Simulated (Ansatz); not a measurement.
# NbC4: the cost of one run

Program: Ansatz 0.2.0. Level of theory: DFT PBE, scalar-relativistic, plane waves, PAW. These are calculated values, not measurements.

### 1 The system as given

Symmetry: Pm-3m, No. 221, cubic system. Conventional cell: a = 4.158 Å, b = 4.158 Å, c = 4.158 Å, α = 90.00°, β = 90.00°, γ = 90.00°. Around Nb (site symmetry m-3m) lie 6 C at 2.08 Å. C (site symmetry 4/mmm) has 2 Nb at 2.08 Å in its first shell of neighbours. Around C (site symmetry m-3m) lie 12 C at 2.94 Å.

Structure file:

```
CELL_PARAMETERS angstrom
4.15825 0.00000 0.00000
0.00000 4.15825 0.00000
0.00000 0.00000 4.15825
ATOMIC_POSITIONS crystal
Nb 0.50000 0.50000 0.50000
C 0.00000 0.50000 0.50000
C 0.50000 0.00000 0.50000
C 0.50000 0.50000 0.00000
C 0.00000 0.00000 0.00000
```

A structure generator made this guess: random cell by space group and Wyckoff sites (Pm-3m, No. 221). Its size is a rough estimate.

### 2 The guess as it stands, on a coarse mesh

Input file input.yaml:

```yaml
crystal:
  lattice:
    - [4.15824913, 0.0, 0.0]
    - [0.0, 4.15824913, 0.0]
    - [0.0, 0.0, 4.15824913]
  atoms:
    - { symbol: Nb, position: [0.5, 0.5, 0.5] }
    - { symbol: C, position: [0.0, 0.5, 0.5] }
    - { symbol: C, position: [0.5, 0.0, 0.5] }
    - { symbol: C, position: [0.5, 0.5, 0.0] }
    - { symbol: C, position: [0.0, 0.0, 0.0] }
basis:
  ecutwfc: 420
kpoints:
  mp_grid: { grid: [4, 4, 4] }
hamiltonian:
  xc: pbe
scf:
  occupations: { method: gaussian, width: 0.1 }
  lower_state_search: "off"
output:
  forces: true
  stress: true
  eigenvalues: true
```

Run with:

```sh
$ ansatz run input.yaml --threads 1 --pin off --max-ram 2560MiB --backend cpu --events-out ev --progress --plain --runs-dir out
```

**Question.** How long does this run take on 1 thread of Arm Neoverse N1, shared host, and how much memory does it need?

About 1.6 s, with a peak of 0.29 GiB.
